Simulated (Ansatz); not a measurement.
# Br₂GaHS: up Jacob's ladder to CCSD(T)

How much do the methods differ for Br₂GaHS? The plan is to run it at one geometry with functionals of several rungs and with coupled cluster, and see how far each lands from CCSD(T) at the basis-set limit for the atomisation energy.

Program: Ansatz 0.2.0, Gaussian basis. Level of theory: functionals in def2-TZVPP, the program's frozen cores in correlated methods. These are calculated values, not measurements.

Levels to be run: LDA (SPW92), PBE-D4, revPBE-D4, BLYP-D4, r2SCAN-D4, B97M-V, PBE0-D4, B3LYP-D4, r2SCANh-D4, r2SCAN0-D4, HSE06-D4, BHLYP-D4, CAM-B3LYP-D4, LC-ωPBE, ωB97X-V, ωB97M-V, B2PLYP, PBE-QIDH; CCSD(T)/def2-SVP; CCSD(T)/def2-TZVPP; MP2/def2-QZVPP; extrapolation to the limit; RPA on PBE.

## 1. The relaxed structure

An earlier PBE0-D4 in a triple-zeta def2 set relaxation fixed the geometry.

SMILES `[SH][Ga]([Br])[Br]`, 5 atoms, charge 0, spin multiplicity 1.

Atoms are counted from 1 here; the program's logs count them from 0.

Bond lengths: S1–Ga2 2.179 Å, S1–H5 1.345 Å, Ga2–Br3 2.267 Å, Ga2–Br4 2.273 Å. Angles: Ga2–S1–H5 92.5°, S1–Ga2–Br3 119.7°, S1–Ga2–Br4 121.2°, Br3–Ga2–Br4 119.1°.

## 2. LDA

This LDA is Slater exchange with PW92 correlation.

Contents of in.yaml:

```yaml
crystal:
  periodic: [false, false, false]
  atoms:
    - {symbol: S, position_ang: [0.152123, 1.656237, 0.573657]}
    - {symbol: Ga, position_ang: [0.255288, -0.448257, 0.018472]}
    - {symbol: Br, position_ang: [1.991059, -1.715872, 0.740028]}
    - {symbol: Br, position_ang: [-1.349645, -1.404223, -1.276103]}
    - {symbol: H, position_ang: [-0.998824, 1.838414, -0.097453]}
basis:
  gaussian: {orbitals: def2-TZVPP}
hamiltonian: {xc: lda}
output: {orbitals: {seedname: orbitals}}
```

Command:

```sh
$ ansatz run in.yaml --threads 4 --pin off --events-out ev --progress --plain --max-ram 10444MiB
```

Further steps of the session: PBE-D4 (GGA); revPBE-D4 (GGA); BLYP-D4 (GGA); r2SCAN-D4 (meta-GGA); B97M-V (meta-GGA); PBE0-D4 (hybrid); B3LYP-D4 (hybrid); r2SCANh-D4 (hybrid); r2SCAN0-D4 (hybrid); HSE06-D4 (hybrid); BHLYP-D4 (hybrid); CAM-B3LYP-D4 (range-separated); LC-ωPBE (range-separated); ωB97X-V (range-separated); ωB97M-V (range-separated); B2PLYP (double hybrid); PBE-QIDH (double hybrid); CCSD(T) in def2-SVP; CCSD(T) in def2-TZVPP; MP2 in def2-QZVPP; RPA on PBE orbitals.

Before running them: what should the planned runs give, taken together? Wanted: atomisation energy, CCSD(T)/CBS; farthest beyond LDA; mean size of error, GGA; mean size of error, meta-GGA; mean size of error, hybrid; mean size of error, range-separated; mean size of error, double hybrid; gap, smallest and largest; T1 diagnostic.

**Answer**, as computed:

```
                               quantity                                                               value
        atomisation energy, CCSD(T)/CBS                                                       1334.5 kJ/mol
 functionals within 13.3 kJ/mol (1.0 %)  PBE-D4, r2SCAN-D4, B97M-V, r2SCANh-D4, HSE06-D4, ωB97X-V, PBE-QIDH
                    farthest beyond LDA                                             BHLYP-D4 (-74.6 kJ/mol)
                mean size of error, GGA                                                         39.7 kJ/mol
           mean size of error, meta-GGA                                                          8.9 kJ/mol
             mean size of error, hybrid                                                         29.2 kJ/mol
    mean size of error, range-separated                                                         36.3 kJ/mol
      mean size of error, double hybrid                                                         28.5 kJ/mol
              gap, smallest and largest                           4.19 eV (LDA (SPW92)), 11.37 eV (LC-ωPBE)
                          T1 diagnostic                                                              0.0097
triples share of the correlation energy                                                               3.9 %
```

In words: LDA overbinds by 191.1 kJ/mol (14 %). PBE-D4 misses by -2.0 kJ/mol. Double hybrids carry the basis error of their MP2 part in triple zeta, and no dispersion term here, so their miss is partly the set-up's. Taken by rung, meta-GGA functionals do best (8.9 kJ/mol on average) and GGA ones worst beyond LDA (39.7 kJ/mol). range-separated functionals lie within the reference's doubt of that worst mean (36.3 kJ/mol), so those two tie. Misses under about 13.3 kJ/mol are within the doubt on the reference itself, which lacks core-valence correlation, relativity and higher excitations, and its outer-core shells are covered unevenly. All levels share the lack of spin-orbit coupling, which lowers the free heavy atoms and so the true binding. Hartree-Fock recovers 71 % of the binding; the rest is correlation. CCSD(T) in def2-SVP is off by -115.3 kJ/mol, worse than the median functional, from the basis alone. Orbital gaps span 4.2 to 11.4 eV; exact exchange widens them. Correlated methods include outer-core shells of Br, Ga, which these sets cover unevenly.
